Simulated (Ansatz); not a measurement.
**KH: how energies converge with the basis set**

How large a basis does KH need? Two functionals are run in growing sets.

The runs use Ansatz 0.2.0, Gaussian basis; one geometry, several basis sets.

Levels to be run: PBE0-D4/def2-SVP; ωB97M-V/def2-SVP; PBE0-D4/def2-QZVPP; ωB97M-V/def2-QZVPP; the functionals' def2-TZVPP values are taken from earlier runs.

### 1 Structure used throughout

An earlier PBE0-D4 in a triple-zeta def2 set relaxation fixed the geometry.

SMILES `[KH]`, 2 atoms, charge 0, spin multiplicity 1.

Atoms are counted from 1 here; the program's logs count them from 0.

Bond lengths: K1–H2 2.263 Å.

### 2 PBE0-D4 in def2-SVP

Input file in.yaml:

```yaml
crystal:
  periodic: [false, false, false]
  atoms:
    - {symbol: K, position_ang: [0.965054, -0.322288, 0.494575]}
    - {symbol: H, position_ang: [-0.965054, 0.322288, -0.494575]}
basis:
  gaussian: {orbitals: def2-SVP}
hamiltonian: {xc: pbe0, dispersion: d4}
output: {orbitals: {seedname: orbitals}}
```

Command:

```bash
> ansatz run in.yaml --threads 2 --pin off --events-out ev --progress --plain --max-ram 32768MiB --backend cpu
```

The runs that follow: ωB97M-V in def2-SVP; PBE0-D4 in def2-QZVPP; ωB97M-V in def2-QZVPP.

Before running them: what should the planned runs give, taken together? Wanted: PBE0-D4: double and triple zeta above quadruple; ωB97M-V: double and triple zeta above quadruple.

The runs gave:

| quantity | value |
| --- | --- |
| PBE0-D4: double and triple zeta above quadruple | 2.57, 0.39 eV |
| ωB97M-V: double and triple zeta above quadruple | 2.53, 0.36 eV |

For PBE0-D4 the step from double to triple zeta gains 2.18 eV and the next only 0.39 eV. These are total energies; as a rule much of such shifts cancels in differences, which this series doesn't test.
